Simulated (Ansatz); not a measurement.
# Co3Si8Ni: the cost of one run

Program: Ansatz 0.2.0. Level of theory: DFT PBE, scalar-relativistic, plane waves, PAW, unless a step names another level. These are calculated values, not measurements.

**1. The starting structure**

Symmetry: Pm-3m, No. 221, cubic system. Conventional cell: a = 5.371 Å, b = 5.371 Å, c = 5.371 Å, α = 90.00°, β = 90.00°, γ = 90.00°. Around Co (site symmetry 4/mmm) lie 8 Si at 2.32 Å. Si (site symmetry 3m) is surrounded by 3 Co at 2.32 Å and 1 Ni at 2.35 Å and 6 Si at 2.66 to 2.71 Å. Ni (site symmetry m-3m) has 8 Si at 2.35 Å in its first shell of neighbours.

Structure file:

```cif
data_structure
_symmetry_space_group_name_H-M 'Pm-3m'
_symmetry_Int_Tables_number 221
_cell_length_a 5.3706
_cell_length_b 5.3706
_cell_length_c 5.3706
_cell_angle_alpha 90.000
_cell_angle_beta 90.000
_cell_angle_gamma 90.000
_cell_volume 154.90
loop_
_atom_site_label
_atom_site_type_symbol
_atom_site_symmetry_multiplicity
_atom_site_Wyckoff_symbol
_atom_site_fract_x
_atom_site_fract_y
_atom_site_fract_z
_atom_site_occupancy
Co1 Co 3 c 0.50000 0.00000 0.50000 1
Si1 Si 8 g 0.74786 0.25214 0.74786 1
Ni1 Ni 1 a 0.00000 0.00000 0.00000 1
```

It is the end of an earlier relaxation with the same method, from a generated guess; it needn't be the stable form of this composition. At a tolerance of 0.05 Å it has space group Pm-3m (No. 221); it has 12.91 Å³/atom, an uncorrected energy of -0.46 eV/atom over the elements and, on its mesh, gap none (metal).

**2. Elastic constants, atoms relaxed**

input.yaml

```yaml
crystal:
  lattice:
    - [5.3720624336, 0.0, 0.0]
    - [0.0, 5.3720624336, 0.0]
    - [0.0, 0.0, 5.3720624336]
  atoms:
    - { symbol: Co, position: [0.5, 0.0, 0.5] }
    - { symbol: Co, position: [0.5, 0.5, 0.0] }
    - { symbol: Co, position: [0.0, 0.5, 0.5] }
    - { symbol: Si, position: [0.7478305275, 0.2521694725, 0.7478305275] }
    - { symbol: Si, position: [0.2521694725, 0.2521694725, 0.2521694725] }
    - { symbol: Si, position: [0.7478305275, 0.7478305275, 0.2521694725] }
    - { symbol: Si, position: [0.2521694725, 0.7478305275, 0.7478305275] }
    - { symbol: Si, position: [0.2521694725, 0.7478305275, 0.2521694725] }
    - { symbol: Si, position: [0.7478305275, 0.7478305275, 0.7478305275] }
    - { symbol: Si, position: [0.2521694725, 0.2521694725, 0.7478305275] }
    - { symbol: Si, position: [0.7478305275, 0.2521694725, 0.2521694725] }
    - { symbol: Ni, position: [0.0, 0.0, 0.0] }
basis:
  ecutwfc: 420
kpoints:
  mp_grid: { grid: [8, 8, 8] }
hamiltonian:
  xc: pbe
scf:
  occupations: { method: fermi_dirac, width: 0.15 }
output:
  forces: true
  stress: true
  eigenvalues: true
elastic:
  mode: relaxed_ion
  amplitude: 0.005
  stencil: two_point
```

Started as:

```console
ansatz run input.yaml --threads 4 --pin off --max-ram 8192MiB --backend cpu --events-out ev --progress --plain --runs-dir out
```

Q: Estimate wall time and peak memory on 4 threads of Arm Neoverse V1, shared host.

About 6.1 min, with a peak of 1.3 GiB.
